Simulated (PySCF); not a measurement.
# CaTl−: bond curves at several levels of theory

One table from this session's results is given with a row withheld; the runs are named, their logs left out.

Program: PySCF 2.14.0. Level of theory: Ca def2-SVPD, Tl def2-SVPD with ECP60, scalar-relativistic core potentials. These are calculated values, not measurements.

5 further runs of the same task are left out: 5 set aside as unsound or not needed.

Set-up of the first run:

A driver script around PySCF takes these settings:

```
atoms                         : Ca, Tl
charge                        : -1
basis                         : Ca def2-SVPD, Tl def2-SVPD with ECP60
Hamiltonian                   : scalar-relativistic core potentials
basis functions               : 59
electrons treated             : 42
masses in u                   : 39.9626, 204.9744
levels                        : PBE0, PBE, r²SCAN, TPSSh, PBEsol
grid                          : 80 radial by 434 angular points
occupations                   : held fixed by the projection of orbital angular momentum
dissociation limit            : Ca + Tl−, each in its ground configuration
starting distance in angstrom : 3.120
values of 2S to try           : 0, 2
```

Launch:

```console
> OMP_NUM_THREADS=1 python dia.py task.json out
```

Among the steps run: Input; First curve: PBE0; PBE; r²SCAN (meta-GGA); TPSSh (hybrid meta-GGA); PBEsol.

One table of the session follows, with a row left open; its other results are not shown here.

Energy (eV) from each level's lowest point:

| R (Å) | PBE | PBEsol | r²SCAN | TPSSh | PBE0 |
| --- | --- | --- | --- | --- | --- |
| 2.669 | 0.358 | 0.290 | 0.314 | 0.343 | 0.361 |
| 2.794 | 0.154 | 0.110 | 0.121 | 0.142 | 0.155 |
| 2.918 | ? | ? | ? | ? | ? |
| 3.011 | 0.009 | 0.000 | 0.000 | 0.005 | 0.009 |
| 3.104 | 0.000 | 0.004 | 0.003 | 0.000 | 0.000 |
| 3.197 | 0.012 | 0.027 | 0.027 | 0.016 | 0.012 |
| 3.321 | 0.051 | 0.080 | 0.081 | 0.059 | 0.052 |
| 3.477 | 0.123 | 0.166 | 0.172 | 0.137 | 0.124 |
| 3.663 | 0.227 | 0.285 | 0.298 | 0.246 | 0.228 |
| 3.911 | 0.372 | 0.446 | 0.469 | 0.398 | 0.373 |

Estimate the missing values for R (Å) = 2.918.

Worked estimate for «PBE». A straight line through the neighbours (2.794, 0.154) and (3.011, 0.009) gives 0.154 + (0.009 − 0.154) × (2.918 − 2.794) / (3.011 − 2.794) = 0.071; a parabola fitted to 4 rows on both sides gives 0.041.

As computed: PBE: 0.045; PBEsol: 0.023; r²SCAN: 0.026; TPSSh: 0.038; PBE0: 0.045. In «PBE» the line misses by +0.026 and the parabola by -0.004.
